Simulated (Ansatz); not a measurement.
# C2H4ClGeN: up Jacob's ladder to CCSD(T)

One table from this session's results is given with a row withheld; the runs are named, their logs left out.

Program: Ansatz 0.2.0, Gaussian basis. Level of theory: functionals in def2-TZVPP, the program's frozen cores in correlated methods. These are calculated values, not measurements.

Levels to be run: LDA (SPW92), PBE-D4, revPBE-D4, BLYP-D4, r2SCAN-D4, B97M-V, PBE0-D4, B3LYP-D4, r2SCANh-D4, r2SCAN0-D4, HSE06-D4, BHLYP-D4, CAM-B3LYP-D4, LC-ωPBE, ωB97X-V, ωB97M-V, B2PLYP, PBE-QIDH; CCSD(T)/def2-SVP; CCSD(T)/def2-TZVPP; MP2/def2-QZVPP; extrapolation to the limit; RPA on PBE.

**The relaxed structure**

All runs share one geometry, relaxed beforehand with PBE0-D4 in a triple-zeta def2 set.

SMILES `[CH3][GeH]([Cl])[C]#N`, 9 atoms, charge 0, spin multiplicity 1.

Atoms are counted from 1 here; the program's logs count them from 0.

Bond lengths: C1–Ge2 1.930 Å, C1–H6 1.091 Å, C1–H7 1.090 Å, C1–H8 1.090 Å, Ge2–Cl3 2.144 Å, Ge2–C4 1.928 Å, Ge2–H9 1.529 Å, C4–N5 1.151 Å. Angles: Ge2–C1–H6 109.7°, Ge2–C1–H7 109.4°, Ge2–C1–H8 109.6°, H6–C1–H7 109.4°, H6–C1–H8 109.5°, H7–C1–H8 109.4°, C1–Ge2–Cl3 109.7°, C1–Ge2–C4 109.0°, C1–Ge2–H9 116.4°, Cl3–Ge2–C4 105.8°, Cl3–Ge2–H9 108.0°, C4–Ge2–H9 107.4°, Ge2–C4–N5 177.8°.

Set-up of the first run:

in.yaml reads:

```yaml
crystal:
  periodic: [false, false, false]
  atoms:
    - {symbol: C, position_ang: [-1.131317, -0.635241, 0.278838]}
    - {symbol: Ge, position_ang: [0.579159, -0.126568, -0.456814]}
    - {symbol: Cl, position_ang: [2.123857, -1.349523, 0.389544]}
    - {symbol: C, position_ang: [0.984513, 1.679077, 0.085500]}
    - {symbol: N, position_ang: [1.183987, 2.766259, 0.408139]}
    - {symbol: H, position_ang: [-1.909623, 0.022137, -0.111219]}
    - {symbol: H, position_ang: [-1.097379, -0.550202, 1.364602]}
    - {symbol: H, position_ang: [-1.354846, -1.665865, 0.003515]}
    - {symbol: H, position_ang: [0.710249, -0.186471, -1.979306]}
basis:
  gaussian: {orbitals: def2-TZVPP}
hamiltonian: {xc: lda}
output: {orbitals: {seedname: orbitals}}
```

Launch:

```sh
ansatz run in.yaml --threads 4 --pin off --events-out ev --progress --plain --max-ram 10444MiB
```

Among the steps run: LDA; PBE-D4 (GGA); revPBE-D4 (GGA); BLYP-D4 (GGA); r2SCAN-D4 (meta-GGA); B97M-V (meta-GGA); B3LYP-D4 (hybrid); r2SCANh-D4 (hybrid); r2SCAN0-D4 (hybrid); HSE06-D4 (hybrid); BHLYP-D4 (hybrid); CAM-B3LYP-D4 (range-separated); LC-ωPBE (range-separated); ωB97X-V (range-separated); ωB97M-V (range-separated); B2PLYP (double hybrid); PBE-QIDH (double hybrid).

One table of the session follows, with a row left open; its other results are not shown here.

It belongs to the step «Orbital energies across the functionals». 

| functional | HOMO (eV) | gap (eV) |
| --- | --- | --- |
| LDA (SPW92) | -7.92 | 5.69 |
| PBE-D4 | -7.79 | 5.85 |
| revPBE-D4 | -7.74 | 5.92 |
| BLYP-D4 | -7.64 | 5.83 |
| r2SCAN-D4 | -8.14 | 6.41 |
| B97M-V | -8.23 | 6.58 |
| PBE0-D4 | -9.16 | 8.17 |
| B3LYP-D4 | -8.90 | 7.67 |
| r2SCANh-D4 | ? | ? |
| r2SCAN0-D4 | -9.39 | 8.51 |
| HSE06-D4 | -8.76 | 7.39 |
| BHLYP-D4 | -10.39 | 10.42 |
| CAM-B3LYP-D4 | -10.53 | 10.62 |
| LC-ωPBE | -11.93 | 13.23 |
| ωB97X-V | -11.56 | 12.74 |
| ωB97M-V | -11.39 | 12.44 |

Q: Estimate the row for r2SCANh-D4 from the others.

Worked estimate for «HOMO (eV)». Against the share of exact exchange, r2SCAN-D4 (0, -8.14), r2SCAN0-D4 (0.25, -9.39) give a slope of -5.00 per unit share; at 0.1 the line stands at -8.64.

**Answer.** HOMO (eV): -8.64; gap (eV): 7.25. In «HOMO (eV)» the line misses by 0.00.
